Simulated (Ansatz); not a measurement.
# Rh: a trigonal deformation path

One table from this session's results is given with a row withheld; the runs are named, their logs left out.

Method: DFT PBEsol, scalar-relativistic, plane waves, PAW, in Ansatz 0.2.0.

**Starting point**

Symmetry: Fm-3m, No. 225, cubic system. The conventional cell has a = 3.803 Å, b = 3.803 Å, c = 3.803 Å, α = 90.00°, β = 90.00°, γ = 90.00°. Around Rh (site symmetry m-3m) lie 12 Rh at 2.69 Å.

Structure file:

```
Rh
1.0
     0.00000    1.90155    1.90155
     1.90155    0.00000    1.90155
     1.90155    1.90155    0.00000
Rh
1
Direct
  0.00000 0.00000 0.00000
```

No relaxation comes first: the listed cell is the starting point.

**Zero of energy**

Reference values: F = -6338.7492 eV; pressure -5.11 GPa; largest force 0.000 eV/Å; gap on the mesh none (metal). It was computed beforehand with the settings of the runs below.

The first run:

At fixed volume and fractional coordinates, lengths along (0.577, 0.577, 0.577) are scaled against those across it; ρ is that ratio over its starting value.

input.yaml reads:

```yaml
crystal:
  lattice:
    - [-0.7986009575, 1.597201915, 1.597201915]
    - [1.597201915, -0.7986009575, 1.597201915]
    - [1.597201915, 1.597201915, -0.7986009575]
  atoms:
    - { symbol: Rh, position: [0.0, 0.0, 0.0] }
basis:
  ecutwfc: 420
kpoints:
  mp_grid: { grid: [24, 24, 24] }
hamiltonian:
  xc: pbesol
scf:
  occupations: { method: gaussian, width: 0.15 }
output:
  forces: true
  stress: true
  eigenvalues: true
```

Launch:

```bash
$ ansatz run input.yaml --threads 1 --pin off --max-ram 2560MiB --backend cpu --events-out ev --progress --plain --runs-dir out
```

Steps of the session up to this table: Point ρ = 0.500; ρ = 2.000; ρ = 0.710; ρ = 1.410; Point ρ = 0.600; At ρ = 0.850; Point ρ = 1.200; ρ = 1.700; Point ρ = 0.930; At ρ = 1.080.

One table of the session follows, with a row left open; its other results are not shown here.

It belongs to the step «The scan collected». Collected from the runs (energy zero: the undisturbed cell):

| ρ | ΔE (meV/atom) | pressure (GPa) |
| --- | --- | --- |
| 0.500 | 1073.5 | 36.9 |
| 0.600 | 1068.6 | 34.1 |
| 0.710 | 932.7 | 24.8 |
| 0.850 | 282.2 | 3.9 |
| 0.930 | ? | ? |
| 1.000 | 0.0 | -5.1 |
| 1.080 | 66.0 | -2.8 |
| 1.200 | 350.5 | 8.1 |
| 1.410 | 1149.1 | 41.1 |
| 1.700 | 2771.1 | 105.9 |
| 2.000 | 5040.3 | 189.7 |

Q: Estimate the row for ρ = 0.930 from the others.

Worked estimate for «ΔE (meV/atom)». A straight line through the neighbours (0.850, 282.2) and (1.000, 0.0) gives 282.2 + (0.0 − 282.2) × (0.930 − 0.850) / (1.000 − 0.850) = 131.7; a parabola fitted to 4 rows on both sides gives 76.5.

As computed: ΔE (meV/atom): 59.1; pressure (GPa): -3.1. In «ΔE (meV/atom)» the line misses by +72.6 and the parabola by +17.4.
